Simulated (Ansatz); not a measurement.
**CH4F2O3W: basis-set convergence**

One table from this session's results is given with a row withheld; the runs are named, their logs left out.

The runs use Ansatz 0.2.0, Gaussian basis; one geometry, several basis sets.

Levels to be run: PBE0-D4/def2-SVP; ωB97M-V/def2-SVP; PBE0-D4/def2-QZVPP; ωB97M-V/def2-QZVPP; the functionals' def2-TZVPP values are taken from earlier runs.

### The geometry

The geometry comes from an earlier relaxation with PBE0-D4 in a triple-zeta def2 set; it is a stationary point, not always the lowest conformer. W takes the def2 core potential; no spin-orbit term is included.

SMILES `C[O][W](=[O])([OH])([F])[F]`, 11 atoms, charge 0, spin multiplicity 1.

Atoms are counted from 1 here; the program's logs count them from 0.

Bond lengths: C1–O2 1.420 Å, C1–H8 1.090 Å, C1–H9 1.091 Å, C1–H10 1.091 Å, O2–W3 1.840 Å, W3–O4 1.697 Å, W3–O5 1.875 Å, W3–F6 1.848 Å, W3–F7 1.971 Å, O5–H11 0.967 Å. Angles: O2–C1–H8 110.8°, O2–C1–H9 108.2°, O2–C1–H10 107.6°, H8–C1–H9 110.3°, H8–C1–H10 110.5°, H9–C1–H10 109.4°, C1–O2–W3 133.7°, O2–W3–O4 97.4°, O2–W3–O5 117.7°, O2–W3–F6 117.0°, O2–W3–F7 87.2°, O4–W3–O5 92.8°, O4–W3–F6 97.1°, O4–W3–F7 173.7°, O5–W3–F6 122.3°, O5–W3–F7 81.3°, F6–W3–F7 84.4°, W3–O5–H11 110.7°.

The first run:

Input file in.yaml:

```yaml
crystal:
  periodic: [false, false, false]
  atoms:
    - {symbol: C, position_ang: [0.286685, -1.835211, 0.122058]}
    - {symbol: O, position_ang: [-0.681126, -0.796631, 0.149346]}
    - {symbol: W, position_ang: [-0.574745, 1.039545, 0.194232]}
    - {symbol: O, position_ang: [-2.229180, 1.360562, -0.007033]}
    - {symbol: O, position_ang: [-0.116162, 1.925024, -1.393675]}
    - {symbol: F, position_ang: [-0.388750, 1.829866, 1.854821]}
    - {symbol: F, position_ang: [1.383009, 0.828443, 0.289733]}
    - {symbol: H, position_ang: [1.289511, -1.434288, 0.272288]}
    - {symbol: H, position_ang: [0.219778, -2.337454, -0.844340]}
    - {symbol: H, position_ang: [0.035727, -2.541361, 0.914635]}
    - {symbol: H, position_ang: [0.840655, 1.904505, -1.531463]}
basis:
  gaussian: {orbitals: def2-SVP}
hamiltonian: {xc: pbe0, dispersion: d4}
output: {orbitals: {seedname: orbitals}}
```

The run is started by

```
ansatz run in.yaml --threads 4 --pin off --events-out ev --progress --plain --max-ram 11315MiB
```

Among the steps run: PBE0-D4 in def2-SVP; ωB97M-V in def2-SVP; PBE0-D4 in def2-QZVPP; ωB97M-V in def2-QZVPP.

One table of the session follows, with a row left open; its other results are not shown here.

It belongs to the step «Functionals by basis». 

| functional | basis | HOMO (eV) | LUMO (eV) |
| --- | --- | --- | --- |
| PBE0-D4 | def2-SVP | -9.52 | -2.45 |
| PBE0-D4 | def2-TZVPP | ? | ? |
| PBE0-D4 | def2-QZVPP | -9.56 | -2.42 |
| ωB97M-V | def2-SVP | -11.86 | -0.28 |
| ωB97M-V | def2-TZVPP | -11.89 | -0.22 |
| ωB97M-V | def2-QZVPP | -11.92 | -0.27 |

Q: Estimate the row for PBE0-D4, def2-TZVPP from the others.

As computed: HOMO (eV): -9.54; LUMO (eV): -2.39. In the column «HOMO (eV)» it lies between PBE0-D4, def2-QZVPP (-9.56) and PBE0-D4, def2-SVP (-9.52).
